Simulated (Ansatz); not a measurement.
Consider vertical energies of changing the electron count of CdF₂, SMILES [F][Cd][F] (Ansatz's Python interface).

`cdf2_ip.py`
```python
import logging
import sys

import ansatz as az

logging.basicConfig(stream=sys.stdout, format="%(levelname)s %(message)s")
log = logging.getLogger("calc")
log.setLevel(logging.INFO)


def energy(molecule, charge=0, unpaired=0):
    calc = (
        molecule.calculation()
        .basis(gaussian="def2-SVPD")
        .functional("HF")
    )
    if charge:
        calc = calc.charge(charge)
    if unpaired:
        calc = calc.spin("collinear", total=unpaired)
    report = calc.run(threads=1, backend="cpu").report
    if report["published_state_doubts"]:
        print("  doubts:", report["published_state_doubts"])
    return report["free_energy_ev"]

GEOMETRY = """
F     1.53080    0.56180    0.89020
Cd   -0.22010    0.56790   -0.05590
F    -1.32160   -1.19440   -0.84750
"""


def main() -> None:
    system = az.Crystal.molecule()
    for line in GEOMETRY.strip().splitlines():
        symbol, *xyz = line.split()
        system = system.atom(symbol, [float(v) for v in xyz])

    parent = energy(system, 0, 0)
    cation = energy(system, 1, 1)
    log.info(f"E(N)   = {parent:.5f} eV")
    log.info(f"E(N-1) = {cation:.5f} eV  (1 unpaired)")
    log.info(f"vertical ionisation energy {cation - parent:.3f} eV")
    anion = energy(system, -1, 1)
    log.info(f"E(N+1) = {anion:.5f} eV  (1 unpaired)")
    log.info(f"vertical electron affinity {parent - anion:.3f} eV" + ("" if anion < parent else " (unbound in this basis)"))
    log.info(f"fundamental gap IP - EA = {cation + anion - 2 * parent:.3f} eV")


if __name__ == "__main__":
    main()
```

What does it cost to change the electron count at this fixed geometry?

At this unrelaxed geometry removing an electron costs 10.04 eV and adding one releases 1.91 eV.

The output:

Output of `python cdf2_ip.py`:
```text
INFO E(N)   = -9947.15506 eV
INFO E(N-1) = -9937.11162 eV  (1 unpaired)
INFO vertical ionisation energy 10.043 eV
INFO E(N+1) = -9949.07000 eV  (1 unpaired)
INFO vertical electron affinity 1.915 eV
INFO fundamental gap IP - EA = 8.129 eV
```

What to keep in mind:
- Total energies depend on the basis set; only differences at equal settings carry meaning.
- The geometry is a force-field or estimated start, not a minimum of this method, and the basis set is short of its limit. All parts are taken at fixed geometry, without zero-point energy. At an unrelaxed start these energies can be a whole eV from those at the minimum, and a small affinity can change sign.
- def2 sets replace the cores of elements past krypton by effective core potentials.
- Hartree-Fock leaves correlation out, so bond, atomisation and ionisation energies come out well too low.
- The whole script took 23 s on 1 thread of AMD EPYC 7R43 64-Core Processor (Zen 3), on a shared host, peak memory 0.24 GiB.

(Lines on the test bed's own set-up are left out of the output.)
